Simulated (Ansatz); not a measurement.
A run of Ansatz 0.2.0:

File input.yaml:

```yaml
crystal:
  lattice:
    - [3.1006003459, 0.0, 0.0]
    - [-1.5503001729, 2.6851986665, 0.0]
    - [0.0, 0.0, 4.145339]
  atoms:
    - { symbol: Fe, position: [0.3333333333, 0.6666666667, 0.5], spin: 1.5 }
    - { symbol: "N", position: [0.0, 0.0, 0.5] }
    - { symbol: Li, position: [0.0, 0.0, 0.0] }
hamiltonian:
  xc: pbe
  pseudopotentials: { kind: paw }
magnetization:
  spin_polarized: true
  initial_magnetization: 1.5
  spin_locking: { lock_magnetization: hard }
kpoints:
  mp_grid: { grid: [8, 8, 6] }
scf:
  occupations: { method: fermi_dirac, width: 0.05 }
  lower_state_search: "off"
output:
  forces: true
  stress: true
  eigenvalues: true
```

Potentials or basis: Ansatz PAW.

The run is started by

```sh
$ ansatz run input.yaml --threads 2 --pin off --max-ram 5632MiB --backend cpu --events-out ev --progress --plain --runs-dir out
```

Hardware: 2 threads of Arm Neoverse V1 (shared host).

Problem. How long does it take, and how much memory?

Solution. Run time: 3.2 s on 2 threads of Arm Neoverse V1, with other jobs on the host, peak memory 0.32 GiB. Counts: scf iterations 11, plane waves 685, k points 40, bands 17.
